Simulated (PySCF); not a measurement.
The system is GeSe (Germanium monoselenide), in a box.

```
Ge Se
1.0
     9.00000    0.00000    0.00000
     0.00000    9.00000    0.00000
     0.00000    0.00000   12.00000
Ge Se
1 1
Direct
  0.50144 0.50233 0.41389
  0.50144 0.50233 0.59178
```

Base run:

| Item | Value |
| --- | --- |
| Program | PySCF 2.14.0 |
| Functional | PBE50 |
| Potentials or basis | 6-31g* (all-electron) |
| k mesh | 1 × 1 × 1 |
| Occupations | fixed |
| Spin | no spin polarisation |

Its results: gap between the frontier levels 6.91 eV.

Question: The run is repeated on the same cell with these changes: functional from PBE50 to HLE16. What comes out?

Answer: Gap between the frontier levels 3.52 eV.

Caveats: this is a molecule in a periodic box at the Γ point, so its band gap is the HOMO-LUMO gap; relativity is left out, which matters for the heavier elements; the basis of atomic orbitals isn't converged, which shifts pressures, moduli and gaps.

